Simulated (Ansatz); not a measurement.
# Sr3Al2O: the cost of one run

Method: DFT PBE, scalar-relativistic, plane waves, PAW, in Ansatz 0.2.0.

### 1 The system as given

The structure is hexagonal, space group P-6m2 (No. 187). The conventional cell has a = 4.940 Å, b = 4.940 Å, c = 6.421 Å, α = 90.00°, β = 90.00°, γ = 120.00°. Sr (site symmetry 3m) is surrounded by 1 O at 1.77 Å. Sr (site symmetry -6m2) is surrounded by 6 Sr at 3.20 Å and 6 Al at 3.23 Å. Al (site symmetry 3m) is surrounded by 6 Sr at 2.85 to 3.23 Å and 1 Al at 3.03 Å. O (site symmetry -6m2) is surrounded by 2 Sr at 1.77 Å.

Structure file:

```cif
data_structure
_symmetry_space_group_name_H-M 'P 1'
_symmetry_Int_Tables_number 1
_cell_length_a 4.9395
_cell_length_b 4.9395
_cell_length_c 6.4214
_cell_angle_alpha 90.000
_cell_angle_beta 90.000
_cell_angle_gamma 120.000
_cell_volume 135.68
loop_
_atom_site_label
_atom_site_type_symbol
_atom_site_fract_x
_atom_site_fract_y
_atom_site_fract_z
_atom_site_occupancy
Sr1 Sr 0.00000 0.00000 0.27541 1
Sr2 Sr 0.00000 0.00000 0.72459 1
Sr3 Sr 0.33333 0.66667 0.50000 1
Al1 Al 0.66667 0.33333 0.73565 1
Al2 Al 0.66667 0.33333 0.26435 1
O1 O 0.00000 0.00000 0.00000 1
```

Recipe of the guess: random cell by space group and Wyckoff sites (P-6m2, No. 187). Lengths come from tabulated atomic sizes and are only a guess.

### 2 The guess as it stands, on a coarse mesh

Contents of input.yaml:

```yaml
crystal:
  lattice:
    - [4.93951923, 0.0, 0.0]
    - [-2.46975961, 4.27774913, 0.0]
    - [0.0, 0.0, 6.42141856]
  atoms:
    - { symbol: Sr, position: [0.0, 0.0, 0.27541029] }
    - { symbol: Sr, position: [0.0, 0.0, 0.72458971] }
    - { symbol: Sr, position: [0.33333333, 0.66666667, 0.5] }
    - { symbol: Al, position: [0.66666667, 0.33333333, 0.73564845] }
    - { symbol: Al, position: [0.66666667, 0.33333333, 0.26435155] }
    - { symbol: O, position: [0.0, 0.0, 0.0] }
basis:
  ecutwfc: 420
kpoints:
  mp_grid: { grid: [6, 6, 4] }
hamiltonian:
  xc: pbe
scf:
  occupations: { method: gaussian, width: 0.1 }
  lower_state_search: "off"
output:
  forces: true
  stress: true
  eigenvalues: true
```

Started as:

```
$ ansatz run input.yaml --threads 1 --pin off --max-ram 2560MiB --backend cpu --events-out ev --progress --plain --runs-dir out
```

Q: Estimate wall time and peak memory on 1 thread of Intel Xeon at 2.50GHz (Skylake/Cascade Lake), shared host.

About 12 s, with a peak of 0.38 GiB.
